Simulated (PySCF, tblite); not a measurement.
**C₆H₆F₄S: infrared bands and NMR shifts**

What infrared bands and NMR shifts should C₆H₆F₄S (`C=C1C[C@@H](SC(F)(F)F)[C@@H]1F`) show?

The runs use tblite 0.8.0 and PySCF 2.14.0, with density-fitted response routines of our own; the level of theory stands in each step. All values are computed, except where a source is named. Atoms count from 0, in the outputs and in this text.

## (1) The starting structure

17 atoms, charge 0, multiplicity 1; geometry from: GFN2-xTB.

Bonds of the start (Å): C0–C1 1.31, C1–C2 1.51, C2–C3 1.54, C3–S4 1.83, S4–C5 1.82, C5–F6 1.34, C5–F7 1.34, C5–F8 1.32, C3–C9 1.54, C9–F10 1.37, C9–C1 1.51, C0–H11 1.08, C0–H12 1.08, C2–H13 1.09, C2–H14 1.09, C3–H15 1.09, C9–H16 1.10.

## (2) Infrared spectrum with GFN2-xTB

The job: settings as JSON, then the geometry in Å.

```
{"job": {"kind": "ir", "xc": "GFN2-xTB", "basis": "xTB"}, "charge": 0, "multiplicity": 1}
C     -2.925550     0.437899     0.569362
C     -1.667651     0.172106     0.293936
C     -0.408042     0.009596     1.105947
C      0.395656     0.158314    -0.198081
S      1.639866    -1.125402    -0.569994
C      2.899782    -0.557639     0.617411
F      3.244365     0.715545     0.409335
F      2.464538    -0.631424     1.879947
F      3.995491    -1.296952     0.525525
C     -0.907050     0.029170    -1.003490
F     -1.105562     1.003044    -1.942768
H     -3.269620     0.543734     1.583826
H     -3.653675     0.563314    -0.213114
H     -0.221908     0.766366     1.865337
H     -0.312513    -0.976565     1.559114
H      0.859542     1.134689    -0.333532
H     -1.034668    -0.933763    -1.509209
```

**Question.** This job is followed by: GIAO PBE0/pcSseg-1 NMR shielding, non-relativistic, gas phase. Predict these results of the whole session: strongest single infrared mode (GFN2-xTB); zero-point energy (GFN2-xTB); 13C shifts against TMS (PBE0/pcSseg-1); 1H shifts against TMS (PBE0/pcSseg-1); 33S shifts against CS2 (PBE0/pcSseg-1); 19F shifts against CFCl3 (PBE0/pcSseg-1, means over atoms taken as alike).

The runs gave:

```
                                                                 quantity                                      value
                                strongest single infrared mode (GFN2-xTB)                      1105 cm⁻¹, 295 km/mol
                                             zero-point energy (GFN2-xTB)                              68.5 kcal/mol
                                   13C shifts against TMS (PBE0/pcSseg-1)  152.3, 142.2, 121.2, 93.8, 46.7, 39.4 ppm
                                    1H shifts against TMS (PBE0/pcSseg-1)     5.93, 5.70, 5.29, 4.16, 3.33, 2.70 ppm
                                   33S shifts against CS2 (PBE0/pcSseg-1)                                    152 ppm
19F shifts against CFCl3 (PBE0/pcSseg-1, means over atoms taken as alike)                          -57.0, -187.6 ppm
```

In words: No mode is imaginary among the 45: a minimum at this level. The strongest single mode, at 1105 cm⁻¹, moves mainly C5. GFN2-xTB is a fitted tight-binding method: band positions and strengths are rough. Its intensities can rank the bands wrongly. C1 (fully substituted alkene carbon) lies farthest downfield among carbon, at 152.3 ppm; an sp2 carbon of a C=C bond. At PBE0/pcSseg-1: The widest tensor belongs to S4: span 481 ppm, with a paramagnetic part of -704 ppm.
